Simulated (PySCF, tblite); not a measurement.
# CH₆F₃NOSi₃, a small gas-phase stand-in for a defect centre: NMR shifts, core binding energies and electronic excitations

Aim: the NMR shifts, core binding energies and electronic excitations of `F[Si](F)(F)O[C]N([SiH3])[SiH3]`. It is drawn as: twofold C.

Computed with tblite 0.8.0 and PySCF 2.14.0; each step states its level. No surroundings beyond the atoms listed, unless a continuum is named. Atoms count from 0, parts from 1.

### Step 1. Starting point

15 atoms, charge 0, multiplicity 1; geometry: distance geometry start.

### Step 2. Geometry optimisation with GFN2-xTB

Job settings and geometry (Å):

```
{"job": {"kind": "relax", "xc": "GFN2-xTB", "basis": "xTB"}, "charge": 0, "multiplicity": 1}
C      0.525619    -0.133233     0.542699
N     -0.653619     0.257747    -0.236327
Si    -1.051404     1.880587    -0.486797
Si    -2.123715    -0.601457    -0.115026
O      1.582991    -0.502133     1.245933
Si     2.835727    -1.173146     0.459016
F      3.429239    -0.145735    -0.612068
F      2.391471    -2.498895    -0.296422
F      4.011679    -1.535292     1.503853
H      0.238898     2.642838    -0.733740
H     -1.689582     2.453328     0.716373
H     -1.928840     2.065320    -1.662550
H     -2.852282    -0.230939     1.092788
H     -2.984934    -0.374877    -1.365848
H     -1.797588    -2.057943    -0.065550
```

Level: GFN2-xTB geometry optimisation, gas phase.

Command:

```bash
$ OMP_NUM_THREADS=1 python cluster_run.py task.json out
```

One launch serves the whole session: the jobs run in the order shown.

**Question.** The jobs that follow are: PBE0-D3(BJ)/def2-SVP geometry optimisation, gas phase; GIAO PBE0/pcSseg-1 NMR shielding, non-relativistic, gas phase; delta-SCF UKS SCAN, pcX-2 on the ionised atom, pcseg-1 elsewhere, spin-free X2C; TDDFT CAM-B3LYP/def2-SVPD, vertical, gas phase, core orbitals frozen in the response. Predict: rotational constants (main isotopes); 13C shifts against TMS (PBE0/pcSseg-1); 1H shifts against TMS (PBE0/pcSseg-1, means over atoms taken as alike); 15N shifts against NH3 (PBE0/pcSseg-1); 29Si shifts against TMS (PBE0/pcSseg-1); 17O shifts against H2O (PBE0/pcSseg-1); 19F shifts against CFCl3 (PBE0/pcSseg-1); Si2p binding energies, SCAN/pcX-2 (standing for 2 of 3 atoms); C1s binding energies, SCAN/pcX-2; N1s binding energies, SCAN/pcX-2; O1s binding energies, SCAN/pcX-2; lowest singlet (CAM-B3LYP/def2-SVPD); brightest single state of those computed; lowest triplet; vertical ionisation energy (ΔSCF); vertical electron affinity (ΔSCF).

As calculated:

| quantity | value |
| --- | --- |
| rotational constants (main isotopes) | 1.61, 0.59, 0.49 GHz |
| 13C shifts against TMS (PBE0/pcSseg-1) | 255.6 ppm |
| 1H shifts against TMS (PBE0/pcSseg-1, means over atoms taken as alike) | 5.18, 4.85, 4.85, 4.79, 4.36 ppm |
| 15N shifts against NH3 (PBE0/pcSseg-1) | 146.3 ppm |
| 29Si shifts against TMS (PBE0/pcSseg-1) | -36.6, -56.2, -138.3 ppm |
| 17O shifts against H2O (PBE0/pcSseg-1) | 455.0 ppm |
| 19F shifts against CFCl3 (PBE0/pcSseg-1) | -139.6, -143.8, -144.7 ppm |
| Si2p binding energies, SCAN/pcX-2 (standing for 2 of 3 atoms) | Si5 109.96, Si2 108.46 eV |
| C1s binding energies, SCAN/pcX-2 | C0 293.79 eV |
| N1s binding energies, SCAN/pcX-2 | N1 406.06 eV |
| O1s binding energies, SCAN/pcX-2 | O4 539.09 eV |
| lowest singlet (CAM-B3LYP/def2-SVPD) | 4.98 eV (249 nm), f = 0.004 |
| brightest single state of those computed | state 5, 7.85 eV, f = 0.146 |
| lowest triplet | 3.97 eV |
| vertical ionisation energy (ΔSCF) | 10.40 eV |
| vertical electron affinity (ΔSCF) | -0.27 eV (unbound: the value hangs on the basis) |

In words: The start of the PBE0/def2-SVP relaxation was shaken at random by about 0.01 Å, so part of the energy gained, and of the first lengths quoted, undoes that. The optimisation took 27 steps and gained 0.610 eV; among the close pairs (by a distance rule), C0–Si5 changed most, from 2.762 to 1.876 Å (PBE0/def2-SVP). That is a new bond, so the results belong to the closed-up structure, not to the formula as drawn. The frame itself reshapes: C0···Si5 goes from 2.76 to 1.88 Å. Hydrogens of an XH3 group are listed apart at this fixed geometry; free rotation makes them one line at their mean. At PBE0/pcSseg-1: The widest tensor belongs to O4: span 800 ppm, with a paramagnetic part of -526 ppm. At SCAN/pcX-2: Si5 (silicon bonded to C, 3 F, O) binds its Si2p electron 1.50 eV more tightly than Si2 (silicon bonded to N, 3 H). Only 2 of the 3 Si atoms are covered by sound results. The lowest singlet, at 4.98 eV, is HOMO→LUMO 0.96 and is weak; of the 6 states computed, the strongest absorption comes from state 5 at 7.85 eV. The lowest triplet lies 1.01 eV below the lowest singlet (triplets in Tamm-Dancoff, singlets in full TDDFT). ΔSCF puts the ionisation energy at 10.40 eV, 0.70 eV above −ε(HOMO). A capped cluster stands for the solid here, so long-range fields and strain are missing, and bands or shifts of the capping hydrogens have no counterpart in it.
